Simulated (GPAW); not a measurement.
Here is a GPAW 26.7.0 calculation.

File POSCAR:

```
TiNi
1.0
    2.9880661300      0.0000000000      0.0000000000
    0.0000000000      2.9880661300      0.0000000000
    0.0000000000      0.0000000000      2.9880661300
Ni Ti
1 1
Direct
    0.0000000000      0.0000000000      0.0000000000
    0.5000000000      0.5000000000      0.5000000000
```

Potentials or basis: GPAW PAW data sets (gpaw-data 1.2.1), pw.

The run is started by

```bash
$ OMP_NUM_THREADS=1 gpaw run POSCAR -p 'mode=PW(600),xc=PBE,kpts={size:(9,9,9),gamma:True},occupations={name:fermi-dirac,width:0.05},nbands=27,convergence={density:1e-05,energy:1e-05},maxiter=150,txt=gpaw.txt' --properties efsMm -w gs.gpw --modify 'atoms.set_initial_magnetic_moments([1.0, 1.0])'
```

(1) Estimate the pressure.

(2) Predict the net moment.

Answers

(1) 4.0 GPa.

(2) 0.00 μB per cell.

Caveat: the stock nickel data set gives pressures a few GPa off other programs.
